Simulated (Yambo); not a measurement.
**P: optical spectrum with PBEsol**

Crystal: P.

```
P
1.0
     1.64774   -5.46504    0.00000
     1.64774    5.46504    0.00000
     0.00000    0.00000    4.54364
P
4
Direct
  0.90414 0.09586 0.58882
  0.09586 0.90414 0.41118
  0.59586 0.40414 0.08882
  0.40414 0.59586 0.91118
```

```yaml
Program: Yambo 5.3.0
Task: optical spectrum
Functional: PBEsol
Potentials_or_basis: PseudoDojo 0.4.1 SR PBEsol standard
Cutoff: 599 eV
Density_cutoff: 2395 eV
k_mesh: 8 × 8 × 6
Occupations: fermi-dirac, width 0.05 eV
Spin: no spin polarisation
k_mesh_of_the_self-consistent_run: 8 × 8 × 6
Direction_of_the_field_or_of_q_to_0: x + y + z
Broadening: 0.1 eV
Kernel: none (independent particles)
Top_of_the_energy_range: 15 eV
Energy_points: 300
Correction_of_the_levels: none
Bands_in_the_response: 30
```

```
Band gap on the k mesh, mean-field level : 0.01 eV, direct
```

Dielectric function (along the field direction of the input):
| energy (eV) | real part | imaginary part |
| --- | --- | --- |
| 0.25 | 10.77 | 9.02 |
| 0.60 | 7.53 | 6.38 |
| 1.00 | 13.65 | 2.18 |
| 1.35 | 13.46 | 2.50 |
| 1.76 | 13.84 | 5.04 |
| 2.11 | 16.02 | 5.76 |
| 2.51 | 15.53 | 6.29 |
| 2.86 | 13.81 | 8.48 |
| 3.26 | 16.73 | 9.81 |
| 3.61 | 16.03 | 18.40 |
| 4.01 | 8.02 | 17.50 |
| 4.36 | 5.09 | 19.08 |
| 4.77 | 1.61 | 17.28 |
| 5.17 | -4.46 | 15.35 |
| 5.52 | -3.45 | 10.39 |
| 5.92 | -1.42 | 8.87 |
| 6.27 | -3.51 | 9.13 |
| 6.67 | -3.70 | 9.27 |
| 7.02 | -3.19 | 6.64 |
| 7.42 | -3.88 | 7.88 |
| 7.78 | -5.68 | 6.13 |
| 8.18 | -4.89 | 4.01 |
| 8.53 | -4.59 | 3.54 |
| 8.93 | -3.67 | 2.91 |
| 9.28 | -3.84 | 2.41 |
| 9.68 | -3.18 | 1.80 |
| 10.08 | -2.61 | 1.51 |
| 10.43 | -2.44 | 1.53 |
| 10.84 | -2.26 | 1.01 |
| 11.19 | -1.81 | 0.91 |
| 11.59 | -1.64 | 0.99 |
| 11.94 | -1.56 | 0.88 |
| 12.34 | -1.41 | 0.64 |
| 12.69 | -1.18 | 0.69 |
| 13.09 | -1.16 | 0.57 |
| 13.44 | -0.96 | 0.47 |
| 13.85 | -0.84 | 0.48 |
| 14.20 | -0.75 | 0.42 |
| 14.60 | -0.65 | 0.40 |
| 15.00 | -0.54 | 0.41 |

Run time: 9.1 min on 1 thread of AMD EPYC 7571 (shared host).

Caveat: the intraband (Drude) term of the metal is left out; the ground state has no gap, which makes the many-body step unreliable; spectra need much finer meshes, so this one isn't converged; independent-particle spectra lack excitons. PBEsol gaps usually lie below the measured ones, often by a third to a half.
